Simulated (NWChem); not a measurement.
# the pair BH5S···N2O: a chain of runs

We compute the energy (singlet BN2H5SO, PBE0/6-31G*), then the energy (singlet BH5S, PBE0/6-31G*), then the energy (singlet N2O, PBE0/6-31G*), then the energy (singlet BH5S, PBE0/6-31G*), then the energy (singlet N2O, PBE0/6-31G*) of BH5N2OS and its partners. 

Program for the calculation: NWChem 7.3.0.

## Step 1: The structure to begin with

BN2H5SO: 10 atoms, total charge 0, spin state singlet. The two molecules were placed rigidly side by side, at 0.85 times their contact distance; the pair isn't optimised.

Bond lengths: B1–S2 1.975 Å, N8–N9 1.118 Å, N9–O10 1.174 Å, B1–H3 1.207 Å, B1–H4 1.203 Å, B1–H5 1.207 Å, S2–H6 1.346 Å, S2–H7 1.346 Å. Angles: N8–N9–O10 180.0°, B1–S2–H6 103.7°, B1–S2–H7 103.7°, S2–B1–H3 100.3°, S2–B1–H4 107.0°, S2–B1–H5 100.3°, H6–S2–H7 92.5°, H3–B1–H4 116.2°, H3–B1–H5 113.7°, H4–B1–H5 116.2°.

## Step 2: The energy at PBE0/6-31G(d) (spherical functions) (run 1)

mymol.nw

```
start mymol
title "BH5N2OS energy"
memory 2200 mb
geometry units angstrom noautosym nocenter noautoz
  B       -0.534370      -0.451800      -0.497740
  S        0.559830       0.987300       0.297460
  H       -1.631970       0.046100      -0.424940
  H       -0.353170      -1.437900       0.166260
  H       -0.084170      -0.472400      -1.617940
  H        0.277230       0.913500       1.611460
  H        1.766630       0.415200       0.465460
  N       -4.910630       0.095360       2.514660
  N       -4.037800      -0.232090       1.897130
  O       -3.121200      -0.576040       1.248480
end
basis spherical bse
  * library 6-31G*
end
dft
  xc pbe0
  grid fine
  convergence energy 1e-08
  iterations 100
  mulliken
  print low
end
task dft
```

On the command line:

```bash
$ nwchem mymol.nw > mymol.out
```

Output:

```text
[...]
 d= 0,ls=0.0,diis     1   -610.1106578219 -7.93D+02  1.65D-02  1.34D+00     1.7
[...]
 d= 0,ls=0.0,diis    10   -610.2629059507 -4.49D-09  8.53D-07  7.75D-09    12.9
         Total DFT energy =     -610.262905950731
      One electron energy =    -1199.048482828128
           Coulomb energy =      459.766271328818
    Exchange-Corr. energy =      -53.527540443494
 Nuclear repulsion energy =      182.546845992073
[...]
      Total Density - Mulliken Population Analysis
     ---------------------------------------------
    Atom       Charge   Shell Charges
 -----------   ------   -------------------------------------------------------
    1 B    5     5.30   2.00  0.54  1.55  0.52  0.65  0.04
    2 S   16    16.05   2.00  2.00  5.97  1.37  3.09  0.51  1.03  0.08
    3 H    1     0.99   0.51  0.49
    4 H    1     1.02   0.51  0.51
    5 H    1     1.01   0.50  0.50
    6 H    1     0.82   0.50  0.33
    7 H    1     0.82   0.50  0.32
    8 N    7     7.11   2.00  0.86  2.25  0.93  1.00  0.06
    9 N    7     6.42   2.00  0.82  2.45  0.38  0.63  0.14
   10 O    8     8.47   2.00  0.94  2.81  1.09  1.59  0.05
[...]
```

Run time: 14 s. Hardware: 1 thread of Intel Xeon Platinum 8488C (Sapphire Rapids), shared host; peak memory 0.12 GiB.

## Step 3: BH5S: a single-point energy at PBE0/6-31G(d) (spherical functions) (run 2)

job.nw

```
START job
memory 2200 mb
charge 0
GEOMETRY units angstroms noautosym nocenter noautoz
  B    -0.534370   -0.451800   -0.497740
  S     0.559830    0.987300    0.297460
  H    -1.631970    0.046100   -0.424940
  H    -0.353170   -1.437900    0.166260
  H    -0.084170   -0.472400   -1.617940
  H     0.277230    0.913500    1.611460
  H     1.766630    0.415200    0.465460
END
BASIS spherical bse
  * library 6-31G*
END
DFT
  xc pbe0
  grid fine
  convergence energy 1e-08
  iterations 100
  mulliken
  noprint "final vectors analysis"
END
TASK dft energy
```

On the command line:

```bash
$ nwchem job.nw > job.out
```

Output:

```text
[...]
          Wavefunction type:  closed shell.
          No. of atoms     :     7
          No. of electrons :    26
[...]
          Charge           :     0
          Spin multiplicity:     1
[...]
          AO basis - number of functions:    42
[...]
              XC Information
              --------------
                         PBE0 Method XC Functional
                     Hartree-Fock (Exact) Exchange  0.250
          PerdewBurkeErnzerhof Exchange Functional  0.750
            Perdew 1991 LDA Correlation Functional  1.000 local
           PerdewBurkeErnz. Correlation Functional  1.000 non-local
[...]
 d= 0,ls=0.0,diis     1   -425.7632323538 -4.81D+02  1.86D-02  2.19D-01     0.8
[...]
 d= 0,ls=0.0,diis     8   -425.8035887698 -1.46D-09  5.41D-07  2.87D-10     4.3
         Total DFT energy =     -425.803588769795
      One electron energy =     -693.951077526746
           Coulomb energy =      244.821665949496
    Exchange-Corr. energy =      -31.419396519465
 Nuclear repulsion energy =       54.745219326920
[...]
      Total Density - Mulliken Population Analysis
     ---------------------------------------------
    Atom       Charge   Shell Charges
 -----------   ------   -------------------------------------------------------
    1 B    5     5.30   2.00  0.54  1.55  0.52  0.66  0.04
    2 S   16    16.04   2.00  2.00  5.97  1.37  3.09  0.50  1.03  0.08
    3 H    1     1.00   0.50  0.50
    4 H    1     1.01   0.51  0.50
    5 H    1     1.00   0.50  0.50
    6 H    1     0.82   0.50  0.32
    7 H    1     0.82   0.50  0.32
[...]
```

It took 5.1 s on 1 thread of Intel Xeon Platinum 8488C (Sapphire Rapids), shared host; peak memory 0.11 GiB.

## Step 4: N2O: a single-point energy at PBE0/6-31G(d) (spherical functions) (run 3)

job.nw

```
start job
title "N2O"
memory stack 880 mb heap 220 mb global 1100 mb
geometry units angstroms noautosym nocenter noautoz
 N    -4.910630    0.095360    2.514660
 N    -4.037800   -0.232090    1.897130
 O    -3.121200   -0.576040    1.248480
end
basis spherical bse
 * library 6-31G*
end
dft
 xc pbe0
 grid fine
 convergence energy 1e-08
 iterations 100
 mulliken
 noprint "final vectors analysis"
end
task dft energy
```

On the command line:

```bash
$ nwchem job.nw > job.out
```

Output:

```text
[...]
          Wavefunction type:  closed shell.
          No. of atoms     :     3
          No. of electrons :    22
[...]
          Charge           :     0
          Spin multiplicity:     1
[...]
          AO basis - number of functions:    42
[...]
              XC Information
              --------------
                         PBE0 Method XC Functional
                     Hartree-Fock (Exact) Exchange  0.250
          PerdewBurkeErnzerhof Exchange Functional  0.750
            Perdew 1991 LDA Correlation Functional  1.000 local
           PerdewBurkeErnz. Correlation Functional  1.000 non-local
[...]
 d= 0,ls=0.0,diis     1   -184.3539196639 -2.46D+02  2.56D-02  1.09D+00     0.3
[...]
 d= 0,ls=0.0,diis    10   -184.4625040469 -2.36D-09  5.50D-07  2.64D-09     1.7
         Total DFT energy =     -184.462504046856
      One electron energy =     -371.957144935000
           Coulomb energy =      148.250761279805
    Exchange-Corr. energy =      -22.103847434918
 Nuclear repulsion energy =       61.347727043257
[...]
      Total Density - Mulliken Population Analysis
     ---------------------------------------------
    Atom       Charge   Shell Charges
 -----------   ------   -------------------------------------------------------
    1 N    7     7.10   2.00  0.87  2.25  0.93  0.99  0.06
    2 N    7     6.42   2.00  0.82  2.45  0.38  0.63  0.14
    3 O    8     8.47   2.00  0.93  2.82  1.07  1.61  0.05
[...]
```

It took 2.4 s on 1 thread of Intel Xeon Platinum 8488C (Sapphire Rapids), shared host; peak memory 0.11 GiB.

## Step 5: BH5S among ghost functions: a single-point energy at PBE0/6-31G(d) (spherical functions, with ghost functions) (run 4)

bh5s.nw

```
start bh5s
title "BH5S PBE0"
memory stack 880 mb heap 220 mb global 1100 mb

geometry units bohr noautosym nocenter noautoz
  B   -1.00981295  -0.85377826  -0.94059228
  S    1.05792538   1.86572660   0.56211793
  H   -3.08397634   0.08711637  -0.80302022
  H   -0.66739458  -2.71723719   0.31418587
  H   -0.15905825  -0.89270662  -3.05746349
  H    0.52388877   1.72626481   3.04521806
  H    3.33844686   0.78461429   0.87959192
  bqN     -9.279746     0.180204     4.752019
  bqN     -7.630336    -0.438587     3.585056
  bqO     -5.898213    -1.088558     2.359285
end

basis spherical bse
  B library 6-31G*
  S library 6-31G*
  H library 6-31G*
  bqN library N 6-31G*
  bqO library O 6-31G*
end

dft
  xc pbe0
  grid fine
  convergence energy 1e-08
  maxiter 100
  mulliken
  print low
end

task dft energy
```

On the command line:

```bash
$ nwchem bh5s.nw > bh5s.out
```

Output:

```text
[...]
 d= 0,ls=0.0,diis     1   -425.7634177376 -4.81D+02  9.31D-03  2.19D-01     1.5
[...]
 d= 0,ls=0.0,diis     8   -425.8037716787 -1.69D-09  2.72D-07  2.81D-10    10.0
         Total DFT energy =     -425.803771678687
      One electron energy =     -693.945070632843
           Coulomb energy =      244.814717881088
    Exchange-Corr. energy =      -31.418634355017
 Nuclear repulsion energy =       54.745215428084
[...]
      Total Density - Mulliken Population Analysis
     ---------------------------------------------
    Atom       Charge   Shell Charges
 -----------   ------   -------------------------------------------------------
    1 B    5     5.30   2.00  0.54  1.55  0.52  0.65  0.04
    2 S   16    16.04   2.00  2.00  5.97  1.37  3.09  0.50  1.03  0.08
    3 H    1     1.00   0.51  0.49
    4 H    1     1.01   0.51  0.51
    5 H    1     1.00   0.50  0.50
    6 H    1     0.82   0.50  0.32
    7 H    1     0.82   0.50  0.32
    8 X    0     0.00  -0.00 -0.00  0.00  0.00  0.00 -0.00
    9 X    0     0.00  -0.00 -0.00 -0.00 -0.00  0.00  0.00
   10 X    0     0.00   0.00  0.00 -0.00 -0.00  0.00 -0.00
[...]
```

Wall time 11 s (1 thread of Intel Xeon Platinum 8488C (Sapphire Rapids), shared host); peak memory 0.12 GiB.

## Step 6: N2O among ghost functions: a single-point energy at PBE0/6-31G(d) (spherical functions, with ghost functions) (run 5)

test.nw

```
echo
start test
memory total 2200 mb

geometry noautosym nocenter noautoz
N    -4.910630    0.095360    2.514660
N    -4.037800   -0.232090    1.897130
O    -3.121200   -0.576040    1.248480
bqB     -0.534370    -0.451800    -0.497740
bqS      0.559830     0.987300     0.297460
bqH     -1.631970     0.046100    -0.424940
bqH     -0.353170    -1.437900     0.166260
bqH     -0.084170    -0.472400    -1.617940
bqH      0.277230     0.913500     1.611460
bqH      1.766630     0.415200     0.465460
end

basis spherical bse
N library 6-31G*
O library 6-31G*
bqB library B 6-31G*
bqS library S 6-31G*
bqH library H 6-31G*
end

dft
xc pbe0
grid fine
convergence energy 1e-08
maxiter 100
mulliken
print low
end

task dft energy
```

On the command line:

```bash
$ nwchem test.nw > test.out
```

Output:

```text
[...]
 d= 0,ls=0.0,diis     1   -184.3544857029 -2.46D+02  1.28D-02  1.09D+00     1.4
[...]
 d= 0,ls=0.0,diis    10   -184.4632124900 -2.38D-09  2.73D-07  2.65D-09    11.7
         Total DFT energy =     -184.463212490031
      One electron energy =     -371.934345676783
           Coulomb energy =      148.224645588951
    Exchange-Corr. energy =      -22.101239445457
 Nuclear repulsion energy =       61.347727043257
[...]
      Total Density - Mulliken Population Analysis
     ---------------------------------------------
    Atom       Charge   Shell Charges
 -----------   ------   -------------------------------------------------------
    1 N    7     7.10   2.00  0.87  2.25  0.93  0.99  0.06
    2 N    7     6.41   2.00  0.82  2.45  0.38  0.62  0.14
    3 O    8     8.48   2.00  0.93  2.82  1.09  1.60  0.05
    4 X    0     0.00   0.00  0.00 -0.00 -0.00  0.00  0.00
    5 X    0     0.00  -0.00 -0.00 -0.00 -0.00 -0.00 -0.00  0.00 -0.00
    6 X    0     0.01  -0.00  0.01
    7 X    0     0.00  -0.00  0.00
    8 X    0     0.00  -0.00  0.00
    9 X    0     0.00  -0.00  0.00
   10 X    0     0.00  -0.00  0.00
[...]
```

Wall time 13 s (1 thread of Intel Xeon Platinum 8488C (Sapphire Rapids), shared host); peak memory 0.12 GiB.

## Step 7: What came out

```
                                                                                                               quantity          value
                                                                                       run 1, PBE0/6-31G*: total energy  -610.26291 Eh
                                                                                                     BH5S: total energy  -425.80359 Eh
                                                                                                    BH5S: dipole moment         4.10 D
                                                                                                      N2O: total energy  -184.46250 Eh
                                                                                                     N2O: dipole moment         0.02 D
                                                                               BH5S among ghost functions: total energy  -425.80377 Eh
                                                                                N2O among ghost functions: total energy  -184.46321 Eh
              interaction energy of the rigid parts BH5S and N2O (parts in their own basis; closest atoms 2.32 Å apart)       0.087 eV
interaction energy of the rigid parts BH5S and N2O (parts in the whole basis, counterpoise; closest atoms 2.32 Å apart)       0.111 eV
```

The interaction energy of the rigid parts BH5S and N2O (parts in their own basis; closest atoms 2.32 Å apart) is 0.09 eV (8.4 kJ/mol): the parts repel at this shape. Without counterpoise this holds the superposition error of the basis. The interaction energy of the rigid parts BH5S and N2O (parts in the whole basis, counterpoise; closest atoms 2.32 Å apart) is 0.11 eV (10.7 kJ/mol): the parts repel at this shape. The basis-set superposition error is 2.3 kJ/mol. Mulliken charges (BH5S) run from -0.30 on B1 to +0.18 on H6; they depend strongly on the basis.
